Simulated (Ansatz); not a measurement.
**Co3Sn2S2 (R-3m): energies of magnetic orders**

Which of a few magnetic orders of Co3Sn2S2 (R-3m) is lowest at one geometry?

Computed with Ansatz 0.2.0 (DFT LDA, scalar-relativistic, plane waves, PAW, unless a step's input says otherwise).

**1. The system as given**

Symmetry: R-3m, No. 166, trigonal system. Conventional cell: a = 5.244 Å, b = 5.244 Å, c = 12.851 Å, α = 90.00°, β = 90.00°, γ = 120.00°. Co (site symmetry 2/m) is surrounded by 2 S at 2.12 Å. Around Sn (site symmetry -3m) lie 6 Co at 2.62 Å and 2 S at 2.80 Å. Sn (site symmetry -3m) has 6 Co at 2.62 Å as nearest neighbours. S (site symmetry 3m) has 3 Co at 2.12 Å and 1 Sn at 2.80 Å as nearest neighbours.

Coordinates:

```cif
data_structure
_symmetry_space_group_name_H-M 'P 1'
_symmetry_Int_Tables_number 1
_cell_length_a 5.2455
_cell_length_b 5.2455
_cell_length_c 5.2455
_cell_angle_alpha 59.980
_cell_angle_beta 59.980
_cell_angle_gamma 59.980
_cell_volume 102.01
loop_
_atom_site_label
_atom_site_type_symbol
_atom_site_fract_x
_atom_site_fract_y
_atom_site_fract_z
_atom_site_occupancy
Co1 Co 0.00000 0.00000 0.50000 1
Co2 Co 0.50000 0.00000 0.00000 1
Co3 Co 0.00000 0.50000 0.00000 1
Sn1 Sn 0.50000 0.50000 0.50000 1
Sn2 Sn 0.00000 0.00000 0.00000 1
S1 S 0.28196 0.28196 0.28196 1
S2 S 0.71804 0.71804 0.71804 1
```

An earlier run at LDA left this cell at 14.573 Å³/atom and -0.03 GPa (8×8×8 mesh).

**2. Ferromagnetic, larger cell**

Input file input.yaml:

```yaml
crystal:
  lattice:
    - [0.0, 3.027574458, 8.5671472011]
    - [-2.6219563925, -1.513787229, 8.5671472011]
    - [2.6219563925, -1.513787229, 8.5671472011]
  atoms:
    - { symbol: Co, position: [-0.25, 0.25, 0.25], spin: 1.5 }
    - { symbol: Co, position: [0.25, -0.25, 0.25], spin: 1.5 }
    - { symbol: Co, position: [0.25, 0.25, -0.25], spin: 1.5 }
    - { symbol: Sn, position: [0.25, 0.25, 0.25] }
    - { symbol: Sn, position: [0.0, 0.0, 0.0] }
    - { symbol: S, position: [0.1409790446, 0.1409790446, 0.1409790446] }
    - { symbol: S, position: [0.3590209554, 0.3590209554, 0.3590209554] }
    - { symbol: Co, position: [0.25, 0.75, 0.75], spin: 1.5 }
    - { symbol: Co, position: [0.75, 0.25, 0.75], spin: 1.5 }
    - { symbol: Co, position: [0.75, 0.75, 0.25], spin: 1.5 }
    - { symbol: Sn, position: [0.75, 0.75, 0.75] }
    - { symbol: Sn, position: [0.5, 0.5, 0.5] }
    - { symbol: S, position: [0.6409790446, 0.6409790446, 0.6409790446] }
    - { symbol: S, position: [0.8590209554, 0.8590209554, 0.8590209554] }
basis:
  ecutwfc: 420
  ecutrho_ratio: 4
kpoints:
  mp_grid: { grid: [6, 6, 6] }
hamiltonian:
  xc: lda
scf:
  occupations: { method: gaussian, width: 0.05 }
  lower_state_search: "off"
output:
  forces: true
  stress: true
  eigenvalues: true
  populations: true
magnetization:
  spin_polarized: true
```

Started as:

```console
ansatz run input.yaml --threads 4 --pin off --max-ram 10240MiB --backend cpu --events-out ev --progress --plain --runs-dir out
```

**3. Antiferromagnetic, propagation vector (0, 0, 3/2)**

input.yaml, as its differences from that of step 2:

```diff
@@ -13,5 +13,5 @@
     - { symbol: S, position: [0.3590209554, 0.3590209554, 0.3590209554] }
-    - { symbol: Co, position: [0.25, 0.75, 0.75], spin: 1.5 }
-    - { symbol: Co, position: [0.75, 0.25, 0.75], spin: 1.5 }
-    - { symbol: Co, position: [0.75, 0.75, 0.25], spin: 1.5 }
+    - { symbol: Co, position: [0.25, 0.75, 0.75], spin: -1.5 }
+    - { symbol: Co, position: [0.75, 0.25, 0.75], spin: -1.5 }
+    - { symbol: Co, position: [0.75, 0.75, 0.25], spin: -1.5 }
     - { symbol: Sn, position: [0.75, 0.75, 0.75] }
```

**4. Ferromagnetic, larger cell**

Input file input.yaml:

```yaml
crystal:
  lattice:
    - [2.6219563925, -1.513787229, -4.2835736006]
    - [-2.6219563925, -1.513787229, -4.2835736006]
    - [0.0, 9.082723374, 0.0]
  atoms:
    - { symbol: Co, position: [-0.25, -0.25, -0.25], spin: 1.5 }
    - { symbol: Co, position: [0.0, -0.5, 0.0], spin: 1.5 }
    - { symbol: Co, position: [-0.5, 0.0, 0.0], spin: 1.5 }
    - { symbol: Sn, position: [-0.75, -0.75, -0.25] }
    - { symbol: Sn, position: [0.0, 0.0, 0.0] }
    - { symbol: S, position: [-0.4229371338, -0.4229371338, -0.1409790446] }
    - { symbol: S, position: [-1.0770628662, -1.0770628662, -0.3590209554] }
    - { symbol: Co, position: [0.25, 0.25, 0.25], spin: 1.5 }
    - { symbol: Co, position: [0.5, 0.0, 0.5], spin: 1.5 }
    - { symbol: Co, position: [0.0, 0.5, 0.5], spin: 1.5 }
    - { symbol: Sn, position: [-0.25, -0.25, 0.25] }
    - { symbol: Sn, position: [0.5, 0.5, 0.5] }
    - { symbol: S, position: [0.0770628662, 0.0770628662, 0.3590209554] }
    - { symbol: S, position: [-0.5770628662, -0.5770628662, 0.1409790446] }
basis:
  ecutwfc: 420
  ecutrho_ratio: 4
kpoints:
  mp_grid: { grid: [6, 6, 4] }
hamiltonian:
  xc: lda
scf:
  occupations: { method: gaussian, width: 0.05 }
  lower_state_search: "off"
output:
  forces: true
  stress: true
  eigenvalues: true
  populations: true
magnetization:
  spin_polarized: true
```

**5. Antiferromagnetic, propagation vector (0, -1/2, 1/2)**

input.yaml, as its differences from that of step 4:

```diff
@@ -8,3 +8,3 @@
     - { symbol: Co, position: [0.0, -0.5, 0.0], spin: 1.5 }
-    - { symbol: Co, position: [-0.5, 0.0, 0.0], spin: 1.5 }
+    - { symbol: Co, position: [-0.5, 0.0, 0.0], spin: -1.5 }
     - { symbol: Sn, position: [-0.75, -0.75, -0.25] }
@@ -13,4 +13,4 @@
     - { symbol: S, position: [-1.0770628662, -1.0770628662, -0.3590209554] }
-    - { symbol: Co, position: [0.25, 0.25, 0.25], spin: 1.5 }
-    - { symbol: Co, position: [0.5, 0.0, 0.5], spin: 1.5 }
+    - { symbol: Co, position: [0.25, 0.25, 0.25], spin: -1.5 }
+    - { symbol: Co, position: [0.5, 0.0, 0.5], spin: -1.5 }
     - { symbol: Co, position: [0.0, 0.5, 0.5], spin: 1.5 }
```

**6. No spin polarisation**

Input file input.yaml:

```yaml
crystal:
  lattice:
    - [2.6219563925, 1.513787229, 4.2835736006]
    - [-2.6219563925, 1.513787229, 4.2835736006]
    - [0.0, -3.027574458, 4.2835736006]
  atoms:
    - { symbol: Co, position: [0.0, 0.0, 0.5] }
    - { symbol: Co, position: [0.5, 0.0, 0.0] }
    - { symbol: Co, position: [0.0, 0.5, 0.0] }
    - { symbol: Sn, position: [0.5, 0.5, 0.5] }
    - { symbol: Sn, position: [0.0, 0.0, 0.0] }
    - { symbol: S, position: [0.2819580892, 0.2819580892, 0.2819580892] }
    - { symbol: S, position: [0.7180419108, 0.7180419108, 0.7180419108] }
basis:
  ecutwfc: 420
  ecutrho_ratio: 4
kpoints:
  mp_grid: { grid: [8, 8, 8] }
hamiltonian:
  xc: lda
scf:
  occupations: { method: gaussian, width: 0.05 }
output:
  forces: true
  stress: true
  eigenvalues: true
```

(Steps that only read results are left out.)

What does the calculation give? Wanted: orders tried; lowest; next above it.

**Answer**, as computed:

| quantity | value |
| --- | --- |
| orders tried | 4 |
| lowest | ferromagnetic |
| largest moment there | 0.26 μB |
| next above it | no spin polarisation, 1.1 meV/atom |

Of the orders that kept their pattern, the lowest is: ferromagnetic. The next lies 1.1 meV/atom higher, too close to settle here. Where the order wasn't kept, moments died or turned during the run, so that row belongs to another state than the one started. Only these orders were tried, at zero temperature; the one found in experiment may not be among them. Spin–orbit coupling is left out, though the cell holds Sn; it can open a gap where p bands cross.
